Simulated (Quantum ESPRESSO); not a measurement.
**ZrB in Quantum ESPRESSO: convergence with k mesh**

Input of the first run (k mesh 1 × 1 × 1); the others differ in this setting and in those tied to it:

Contents of pw.in:

```
&CONTROL
  calculation = 'scf'
  prefix = 'pwscf'
  outdir = './tmp'
  pseudo_dir = './pseudo'
  tprnfor = .true.
  tstress = .true.
  disk_io = 'nowf'
/
&SYSTEM
  ibrav = 0
  nat = 2
  ntyp = 2
  ecutwfc = 70
  nbnd = 13
  input_dft = 'r2scan'
  occupations = 'smearing'
  smearing = 'mp'
  degauss = 0.00734986
  nosym = .true.
/
&ELECTRONS
  conv_thr = 1d-08
  electron_maxstep = 120
  mixing_beta = 0.5
/
ATOMIC_SPECIES
Zr    91.2240 Zr_ONCV_PBE-1.2.upf
B     10.8100 B_ONCV_PBE-1.2.upf
CELL_PARAMETERS angstrom
   1.9614334600   -1.9857162700    0.0000000000
   1.9614334600    1.9857162700    0.0000000000
   0.0000000000    0.0000000000    4.0139456300
ATOMIC_POSITIONS crystal
Zr     0.0000000000    0.0000000000    0.5000000000
B      0.5000000000    0.5000000000    0.5000000000
K_POINTS automatic
1 1 1 0 0 0
```

Potentials or basis: SG15 PBE 1.2.

Run with:

```sh
$ OMP_NUM_THREADS=1 pw.x -in pw.in > pw.out
```

The cell was built by a generator and needn't be a form met in nature.

Hardware: 1 thread of Arm Neoverse V2, on a shared host.

| k mesh | energy less the tightest run, at zero smearing (meV/atom) | pressure (GPa) | SCF cycles | CPU time (s) | peak memory (GiB) |
| --- | --- | --- | --- | --- | --- |
| 1 × 1 × 1 | 1123.55 | 71.05 | 19 | 2.2 | 0.05 |
| 2 × 2 × 2 | -637.75 | 61.26 | 11 | 8.8 | 0.05 |
| 4 × 4 × 3 | -7.70 | 77.29 | 11 | 28 | 0.06 |
| 5 × 5 × 4 | -1.79 | 70.30 | 10 | 51 | 0.07 |
| 6 × 6 × 4 | 39.68 | 78.29 | 10 | 78 | 0.08 |
| 7 × 7 × 5 | 1.39 | 78.00 | 11 | 140 | 0.1 |
| 8 × 8 × 6 | 0.51 | 76.79 | 11 | 220 | 0.13 |
| 10 × 10 × 7 | 1.88 | 77.17 | 11 | 400 | 0.19 |
| 11 × 11 × 8 | 0.00 | 75.00 | 9 | 460 | 0.24 |

Not settled before the last step: the energy (to 1 meV/atom), the pressure (to 0.1 GPa). Meshes of other sizes hit other points, so gaps and Fermi surfaces needn't settle smoothly. The tightest run that finished is the yardstick and may itself not be fully converged.

Caveat, for the tightest run too: the potentials were made for another functional, which shifts forces and pressure; a pressure of tens of GPa on the cell as given is suspect, and the run, the potentials or the cell itself is likely at fault.
